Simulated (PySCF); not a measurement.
# CoCl₂: doublet, from a linear start

The task is one start of a wider search on CoCl₂: the doublet, from a linear start. It is relaxed, tested by its Hessian and followed downhill if it is a saddle.

The runs use PySCF 2.14.0; PBE0, basis Co def2-TZVP, Cl def2-TZVP, no relativity, density fitting.

## 1. The system as given

3 atoms, charge 0, spin multiplicity 2.

Bond lengths: Co1–Cl2 2.100 Å, Co1–Cl3 2.100 Å. Angles: Cl2–Co1–Cl3 180.0°.

Coordinates in bohr (charge 0 multiplicity 2):
```
Co    0.0000    0.0000    0.0000
Cl    0.0000    0.0000    3.9684
Cl    0.0000    0.0000   -3.9684
```

## 2. First SCF at the start

The steps below are one call of a driver around PySCF. For each, scf.py gives the equivalent set-up of the SCF; relaxations use the driver's own optimiser. After this first run the driver tries any further starts and a stability analysis.

The input, scf.py:

```python
from pyscf import gto, scf, dft
mol = gto.M(atom='''
Co     0.000000     0.000000     0.000000
Cl     0.000000     0.000000     2.100000
Cl     0.000000     0.000000    -2.100000''',
    basis={'Co': 'def2-TZVP', 'Cl': 'def2-TZVP'},
    charge=0, spin=1)
mf = dft.UKS(mol, xc='PBE0')
mf.grids.atom_grid = (50, 194)
aux = {'Co': 'def2-universal-JKFIT', 'Cl': 'def2-universal-JKFIT'}
mf = mf.density_fit(auxbasis=aux)
mf.conv_tol = 1e-08
mf.diis_space = 10
mf.max_cycle = 60
mf.init_guess = 'minao'
mf.verbose = 4
mf.kernel()
```

Run with:

```console
$ OMP_NUM_THREADS=4 python axn.py task.json out
```

What it wrote:

```text
[... the frontier levels of the middle cycles are left out ...]
init E= -2301.79926192764
[... the frontier-level lines of each cycle are left out ...]
cycle= 1 E= -2285.24092797391  delta_E= 16.6  |g|= 5.75  |ddm|= 13.2
cycle= 2 E= -2225.08345511368  delta_E= 60.2  |g|= 14.3  |ddm|= 16.7
cycle= 3 E= -2276.98860716576  delta_E= -51.9  |g|= 9.98  |ddm|= 7.25
cycle= 4 E= -2286.2229301905  delta_E= -9.23  |g|= 8.13  |ddm|= 1.92
cycle= 5 E= -2294.16879397641  delta_E= -7.95  |g|= 5.76  |ddm|= 2.34
cycle= 6 E= -2298.3482332453  delta_E= -4.18  |g|= 3.88  |ddm|= 1.37
cycle= 7 E= -2302.48654612088  delta_E= -4.14  |g|= 0.69  |ddm|= 1.77
cycle= 8 E= -2302.6455047083  delta_E= -0.159  |g|= 0.411  |ddm|= 0.821
cycle= 9 E= -2302.72007608089  delta_E= -0.0746  |g|= 0.0421  |ddm|= 0.289
cycle= 10 E= -2302.72166755414  delta_E= -0.00159  |g|= 0.0152  |ddm|= 0.0577
cycle= 11 E= -2302.72219252763  delta_E= -0.000525  |g|= 0.0178  |ddm|= 0.0337
cycle= 12 E= -2302.72252121234  delta_E= -0.000329  |g|= 0.0145  |ddm|= 0.0181
cycle= 13 E= -2302.72295798899  delta_E= -0.000437  |g|= 0.0127  |ddm|= 0.0255
cycle= 14 E= -2302.72282169079  delta_E= 0.000136  |g|= 0.013  |ddm|= 0.00804
[... 2 cycles left out ...]
cycle= 17 E= -2302.71883459029  delta_E= -2.51e-05  |g|= 0.0338  |ddm|= 0.00107
cycle= 18 E= -2302.71849410975  delta_E= 0.00034  |g|= 0.0375  |ddm|= 0.0283
cycle= 19 E= -2302.71952891299  delta_E= -0.00103  |g|= 0.0181  |ddm|= 0.0715
cycle= 20 E= -2302.71816714467  delta_E= 0.00136  |g|= 0.0314  |ddm|= 0.155
cycle= 21 E= -2302.71808524897  delta_E= 8.19e-05  |g|= 0.0302  |ddm|= 0.05
cycle= 22 E= -2302.71811800372  delta_E= -3.28e-05  |g|= 0.0288  |ddm|= 0.00913
cycle= 23 E= -2302.7181832959  delta_E= -6.53e-05  |g|= 0.0259  |ddm|= 0.00332
cycle= 24 E= -2302.71843918106  delta_E= -0.000256  |g|= 0.00842  |ddm|= 0.0236
cycle= 25 E= -2302.71845524532  delta_E= -1.61e-05  |g|= 0.00267  |ddm|= 0.0146
cycle= 26 E= -2302.71845416805  delta_E= 1.08e-06  |g|= 0.0019  |ddm|= 0.0112
cycle= 27 E= -2302.71845526124  delta_E= -1.09e-06  |g|= 0.00104  |ddm|= 0.00551
cycle= 28 E= -2302.71845547662  delta_E= -2.15e-07  |g|= 0.000144  |ddm|= 0.0032
cycle= 29 E= -2302.71845549865  delta_E= -2.2e-08  |g|= 0.000139  |ddm|= 0.000468
cycle= 30 E= -2302.71845550826  delta_E= -9.61e-09  |g|= 4.49e-05  |ddm|= 0.000431
Extra cycle  E= -2302.71845552308  delta_E= -1.48e-08  |g|= 5.94e-05  |ddm|= 0.000171
converged SCF energy = -2302.71845552308  <S^2> = 1.7561734  2S+1 = 2.832789
```

This step, with its further starts and checks, needed 84 s of wall time on 4 threads of Arm Neoverse N1, shared host.

Energies from each starting density:

```tsv
start	energy (Eh)
the minimal-basis guess	-2302.718456
a thermally smeared density	-2302.718443
a smeared PBE density	-2302.698215
```

Where DIIS stalls, the driver goes on with a level shift of 0.3 Eh and then with a second-order solver.

This is not the lowest solution: one lies 49.3 kJ/mol lower, at -2302.73724 Eh, and the relaxation starts from that.

## 3. Linear start, doublet: relaxation

The program finds D∞h symmetry in the start, which this walk keeps. The walk stops when the largest gradient is under 0.0003 Eh/bohr and the energy has settled too.

Changes to scf.py since step 2:

```diff
@@ -15 +14,0 @@
-mf.init_guess = 'minao'
```

The optimiser's trace:

```tsv
step	energy (Eh)	change (kJ/mol)	largest symmetric gradient (Eh/bohr)
0	-2302.737240	0.00	0.00059
1	-2302.737241	0.00	0.00020
```

The walk took 5.4 s.

Geometry (Å) and forces (eV/Å) at some steps:

```
step 0
Co   0.000   0.000   0.000   0.000   0.000   0.000
Cl   0.000   0.000   2.100   0.002   0.000  -0.030
Cl   0.000   0.000  -2.100  -0.002   0.000   0.030
step 1
Co   0.000   0.000   0.000   0.000   0.000   0.000
Cl   0.000   0.000   2.099   0.002   0.000  -0.010
Cl   0.000   0.000  -2.099  -0.002   0.000   0.010
```

After 1 steps and 0.0 kJ/mol it ends at D∞h: Co–Cl 2.099 Å (×2); Cl–Co–Cl 180.0°.

## 4. Is it a minimum? Harmonic modes

On the finer grid the gradient is checked again; gradients at displacements of ±0.02 bohr then give force constants and infrared intensities.

Changes to scf.py since step 3:

```diff
@@ -3,3 +3,3 @@
-Co     0.000000     0.000000     0.000000
-Cl     0.000000     0.000000     2.100000
-Cl     0.000000     0.000000    -2.100000''',
+Co     0.000000    -0.000000     0.000000
+Cl     0.000000    -0.000000     2.098135
+Cl     0.000000     0.000000    -2.098135''',
@@ -9 +9 @@
-mf.grids.atom_grid = (50, 194)
+mf.grids.atom_grid = (75, 302)
@@ -12 +12 @@
-mf.conv_tol = 1e-08
+mf.conv_tol = 1e-10
```

The driver hands on the density of the step before, so the log starts near convergence.

Log of the central SCF (cycles and frontier levels):

```text
init E= -2302.73715099447
[... the frontier-level lines of each cycle are left out ...]
cycle= 1 E= -2302.7371509945  delta_E= -3.27e-11  |g|= 8.88e-06  |ddm|= 9.95e-06
Extra cycle  E= -2302.7371509944  delta_E= 9.82e-11  |g|= 2.54e-05  |ddm|= 1.51e-05
converged SCF energy = -2302.7371509944  <S^2> = 1.7561038  2S+1 = 2.8327399
```

The whole step took 65 s.

Geometry: D∞h; Co–Cl 2.098 Å (×2); Cl–Co–Cl 180.0°.

Harmonic modes (main isotopes):

```json
{"ω (cm⁻¹)": "91", "IR (km/mol)": "15.6", "μ (u)": "44.87"}
{"ω (cm⁻¹)": "91", "IR (km/mol)": "15.6", "μ (u)": "44.87"}
{"ω (cm⁻¹)": "355", "IR (km/mol)": "0.0", "μ (u)": "34.97"}
{"ω (cm⁻¹)": "502", "IR (km/mol)": "158", "μ (u)": "44.87"}
```

Every mode is real; the point is a minimum.

Here the density breaks the symmetry of the frame, and no labels are given; pairs that should be degenerate can split.

Constants and moments:

```yaml
Dipole_moment: 0.00 D
Highest_occupied_level: -8.82 eV
Lowest_empty_level: -5.29 eV
Rotational_constants: 0.05475 cm⁻¹
Zero-point_energy: 6.2 kJ/mol
Principal_polarisabilities: 31.1, 31.1, 80.8 bohr³
Atomisation_energy_without_zero-point_energy: 670 kJ/mol
Principal_traceless_quadrupole_moments_about_the_centre_of_mass: -10.13, 5.06, 5.07 D Å
Entropy_at_298.15_K_and_1_bar_electronic_part_spin_only: 284.2 J/(mol K)
Heat_capacity_Cp_at_298.15_K: 57.2 J/(mol K)
Enthalpy_at_298.15_K_above_0_K: 14.14 kJ/mol
Rotational_symmetry_number: 2
Spin_squared_⟨S²⟩: 1.756
```

Charges (e) and bond orders:

```json
{"atom": "Co1", "Mulliken": "0.73", "Löwdin": "-0.05", "polar tensor": "1.24", "spin (Mulliken)": "0.87", "Mayer order to Co1": "–"}
{"atom": "Cl2,3", "Mulliken": "-0.36", "Löwdin": "0.02", "polar tensor": "-0.62", "spin (Mulliken)": "0.07", "Mayer order to Co1": "1.06"}
```

Outer orbital energies (eV). α occupied: -11.91, -10.82, -10.82, -10.13, -9.56, -9.56, -8.83, -8.82; empty: -5.29, -0.33, 1.46, 1.46. β occupied: -10.80, -10.80, -10.20, -9.69, -9.36, -9.36, -9.01, -9.01; empty: -3.89, -3.89, -0.76, 1.27.

Mulliken populations on Co1: s 6.45, p 12.34, d 7.47, f 0.00.

## 5. Summary of results

| quantity | value |
| --- | --- |
| minimum | broken-symmetry (Ms = 1/2), D∞h |
| geometry | Co–Cl 2.098 Å (×2); Cl–Co–Cl 180.0° |
| wavenumbers (cm⁻¹) | 91, 91, 355, 502 |
| dipole moment | 0.00 D |
| highest occupied, lowest empty level (either spin) | -8.82, -5.29 eV |
| polar-tensor charge of Co1 | +1.24 e |
| zero-point energy | 6.2 kJ/mol |
| entropy at 298.15 K | 284.2 J/(mol K) |
| atomisation energy (no zero-point energy) | 670 kJ/mol |
| ⟨S²⟩ | 1.756 |

What this shows: The linear start keeps its D∞h symmetry and ends in a minimum. The determinant is spin-contaminated (⟨S²⟩ = 1.76 against 0.75), so it is no pure spin state. In the infrared the band at 502 cm⁻¹ (stretch) leads. Co1 has a polar-tensor charge of +1.2 e (a dipole derivative, not a static charge), yet symmetry cancels the bond dipoles. The first SCF alone would have been 49 kJ/mol too high. Only this shape and spin were tried, so other structures or states may lie lower. The SCF density has lower symmetry than the nuclear frame. Open d and f shells are described by one determinant, and the ground state may have another occupation or spin.

The search up to here took 2.6 min.
